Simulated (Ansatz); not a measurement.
Gd3InN, space group Pm-3m, a scan of the Hubbard U

Program: Ansatz 0.2.0 through its Python package.

Notebook, run cell by cell (the value of a cell's last expression is shown):

In [1]:
```python
from dataclasses import dataclass
import warnings

import ansatz as az
import numpy as np
import pandas as pd


@dataclass
class RunConfig:
    functional: str = "pbesol"
    cutoff: int = 550
    kgrid: tuple[int, ...] = (5, 5, 5)
    smearing_width: float = 0.15
```

In [2]:
```python
settings = RunConfig()
```

In [3]:
```python
def count_gap(report):
    # lowest empty less highest filled band, counting bands; zero where they overlap
    return max(report.get("gap_by_band_count_ev") or 0.0, 0.0)
```

In [4]:
```python
warnings.simplefilter("ignore", az.DeckWarning)
```

In [5]:
```python
cell = (
    az.Lattice.cubic(4.8627)
    .space_group(221)
    .atom("Gd", (0.5, 0.5, 0.0))
    .atom("In", (0.0, 0.0, 0.0))
    .atom("N", (0.5, 0.5, 0.5))
    .moments(Gd=7)
)

job = (
    cell.calculation()
    .functional(settings.functional)
    .basis(settings.cutoff)
    .kpoints(*settings.kgrid)
    .occupations(az.OccupationsMethod.FERMI_DIRAC, width=settings.smearing_width)
    .spin("collinear")
    .band_table()
)
rows = []
for u in [0.0, 2.0, 4.0, 6.0]:
    summary = job.hubbard("Gd", "f", u_eff=u).run().report
    shell = summary["hubbard"]["n_scf"]
    rows.append((u, count_gap(summary), sum(shell) / len(shell), max(abs(m) for m in summary["site_moments_mub"]), summary["n_iterations"]))
print(pd.DataFrame(rows, columns=["U_eff eV", "gap by band count eV", "Gd f occupation (projector)", "largest moment muB", "iterations"]).round(4).to_string(index=False))
```
```text
 U_eff eV  gap by band count eV  Gd f occupation (projector)  largest moment muB  iterations
      0.0                   0.0                       7.1281              6.8327          13
      2.0                   0.0                       7.0499              6.9336          14
      4.0                   0.0                       7.0273              6.9612          13
      6.0                   0.0                       7.0175              6.9729          13
```

From U = 0 to 6 eV the largest site moment goes from 6.83 to 6.97 μB.

Notes:
- Open f shells: with a Hubbard U, without spin-orbit coupling; the state reached hangs on the start and needn't be the lowest.
- The mesh is modest for a metal, so energies can be off by several to tens of meV an atom and pressures by half a GPa or more; differences at equal mesh fare better.
- A gap by band count of zero or less means overlapping bands, a metal.
- The starting cell is as deposited in a crystallographic database; the results hold for this polymorph, which needn't be the stable one.
- Gaps and levels are Kohn-Sham values on a finite set of k-points, without spin-orbit coupling.
- Shell occupations and the effect of U depend on the projectors; a run with no .spin step is spin-unpolarised, and each U may end in a state that isn't the lowest.
- The script silences the warnings on its input, which a real study should read.
- Run time: 120 s on 1 thread of Arm Neoverse V2, on a shared host, peak memory 0.73 GiB.
